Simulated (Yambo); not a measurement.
GaSb, 2 atoms in the cell. Symmetry: F-43m, No. 216, cubic system. The conventional cell has a = 6.118 Å, b = 6.118 Å, c = 6.118 Å, α = 90.00°, β = 90.00°, γ = 90.00°. Sb (site symmetry -43m) has 4 Ga at 2.65 Å as nearest neighbours. Ga (site symmetry -43m) is surrounded by 4 Sb at 2.65 Å. 

- Program: Yambo 5.3.0
- Task: optical spectrum
- Functional: LDA
- Potentials or basis: PseudoDojo 0.4.1 SR LDA standard
- Cutoff: 680 eV
- Density cutoff: 2748 eV
- k mesh: 10 × 10 × 10
- Occupations: fermi-dirac, width 0.05 eV
- Spin: no spin polarisation
- k mesh of the self-consistent run: 10 × 10 × 10
- Form of the LDA: PW92
- Direction of the field or of q to 0: z
- Broadening: 0.3 eV
- Kernel: long-range correction
- Top of the energy range: 15 eV
- Energy points: 300
- Strength of the long-range kernel: -0.1
- Correction of the levels: none
- Bands in the response: 39
- Cutoff of the response matrix: 4 Ry

Potentials or basis: PseudoDojo 0.4.1 SR LDA standard.

Launch:

```bash
$ OMP_NUM_THREADS=1 pw.x -in scf.in > scf.out
$ OMP_NUM_THREADS=1 pw.x -in nscf.in > nscf.out
$ cd tmp/pwscf.save; p2y; mv SAVE ../..; cd ../..
$ OMP_NUM_THREADS=1 yambo
$ OMP_NUM_THREADS=1 yambo -F optics5.in -J optics5 -C optics5_out
```

Hardware: 1 thread of Arm Neoverse V1, with other jobs on the host.

Q: Estimate the wall time of this run.

A: Run time: 2.1 min on 1 thread of Arm Neoverse V1 (shared host).
